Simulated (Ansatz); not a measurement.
**BGeH (singlet): wave-function methods side by side at angle Ge1–B2–H3 = 180.0°, cc-pVTZ**

An exercise on one series of results from a longer session: the logs are not shown, and one member is left open.

Computed with Ansatz 0.2.0, Gaussian basis. Level: cc-pVTZ, core rule «outside noble gas», up to 15 orbitals frozen.

To be run: UHF; CCSD(T) on RHF; CCSD(T) on UHF; BCCD(T) on RHF; CISD; CCSDT(Q) on RHF; CASSCF and NEVPT2, 8 electrons in 9 orbitals.

19 further runs of the same task are left out: 13 that didn't finish, 6 set aside as unsound or not needed.

### What is computed

The geometry derives from a PBE0/def2-TZVP stationary point (not a proven minimum). One angle is set to the value named; bond lengths are kept. No spin-orbit coupling is included. The filled d shell of Ge may be among the frozen orbitals whatever the setting's name suggests; the logs give the count.

3 atoms, charge 0, spin multiplicity 1.

Atoms are counted from 1 here; the program's logs count them from 0.

Bond lengths: Ge1–B2 1.963 Å, B2–H3 1.188 Å. Angles: Ge1–B2–H3 180.0°.

As a file:

```mol
BGeH
  3D, bonds by distance, orders not assigned

  3  2  0  0  0  0  0  0  0  0999 V2000
    0.0000    0.0000    1.7045 Ge  0  0
    0.0000    0.0000   -0.2583 B   0  0
    0.0000    0.0000   -1.4462 H   0  0
  1  2  8  0
  2  3  8  0
M  END
```

The first run:

in.yaml

```yaml
crystal:
  periodic: [false, false, false]
  atoms:
    - {symbol: Ge, position_ang: [0.000000, 0.000000, 1.704490]}
    - {symbol: B, position_ang: [0.000000, 0.000000, -0.258320]}
    - {symbol: H, position_ang: [0.000000, 0.000000, -1.446169]}
basis:
  gaussian: {orbitals: cc-pVTZ}
magnetization: {spin_polarized: true, initial_magnetization: 0}
hamiltonian: {xc: hf}
output: {orbitals: {seedname: orbitals}}
```

The run is started by

```bash
$ ansatz run in.yaml --threads 1 --pin off --events-out ev --progress --plain --max-ram 2393MiB
```

Among the steps run: UHF; CCSD(T) on RHF; CCSD(T) on UHF; BCCD(T) on RHF; CISD; CCSDT(Q) on RHF; CASSCF and NEVPT2, 8 electrons in 9 orbitals.

One of the session's tables, all rows but one given; the rest of the session is left out.

| method | from RCCSDT(Q) (kcal/mol) |
| --- | --- |
| RHF | +135.19 |
| UHF | +114.52 |
| RMP2 | +30.15 |
| UMP2 | +18.48 |
| CISD | ? |
| RCCSD | +10.21 |
| UCCSD | +0.08 |
| RCCSD(T) | +3.90 |
| UCCSD(T) | -5.91 |
| BCCD(T) | +3.91 |
| RCCSDT | +1.74 |
| RCCSDT(Q) | 0 |
| CASSCF valence | +77.24 |
| NEVPT2 valence | +22.23 |

**Question.** Estimate the row for CISD.

The run gave: from RCCSDT(Q) (kcal/mol): +19.95. In the column «from RCCSDT(Q) (kcal/mol)» it lies between UMP2 (+18.48) and NEVPT2 valence (+22.23).

The program flags UCCSD(T), RCCSDT(Q) as in doubt (see the logs), so the zero of the table is itself unsure.

To keep in mind: The determinant is far from a pure spin state, so its energy mixes those of several spin states (harmless only where they are near-degenerate, as at dissociation). The report flags that the cluster equations may have other roots. The program flags UCCSD(T), RCCSDT(Q) as in doubt, so the zero of the table is itself unsure. Warnings: restricted reference is unstable; spin contamination. Restricted and unrestricted rows rest on different reference determinants; where their highest levels disagree by more than a few hundredths of an eV, they describe different states and don't form one ladder.
